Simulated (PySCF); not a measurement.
# C2H2BCl3: the cost of one run

Computed with PySCF 2.14.0, with density-fitted response routines of our own, on a single molecule in the gas phase. Atoms count from 0, in the outputs and in this text.

### 1 Starting geometry

8 atoms, charge 0, multiplicity 1; geometry from: GFN2-xTB.

Bonds of the start (Å): Cl0–C1 1.70, C1–C2 1.34, C2–B3 1.55, B3–Cl4 1.72, B3–Cl5 1.72, C1–H6 1.08, C2–H7 1.08.

### 2 Optimising the geometry at PBE0-D3(BJ)/def2-SVP

Job settings and geometry (Å):

```
{"job": {"xc": "PBE0", "basis": "def2-SVP", "d3": "d3bj", "grid": 1, "kind": "geom"}, "charge": 0, "multiplicity": 1}
Cl     2.807837     0.190232    -0.267648
C      1.138444     0.494205    -0.153622
C      0.222790    -0.462673     0.026406
B     -1.295330    -0.188143     0.129543
Cl    -1.918419     1.413516     0.023592
Cl    -2.391302    -1.491662     0.354352
H      0.876322     1.539527    -0.239852
H      0.568713    -1.485591     0.102663
```

The run is started by

```
$ OMP_NUM_THREADS=1 python probes_run.py task.json out
```

The driver reads the jobs from task.json and runs them one after another.

Q: Estimate the wall time and peak memory of this first job on 1 thread of Arm Neoverse V2, shared host.

About 24 s, with a peak of 0.43 GiB.
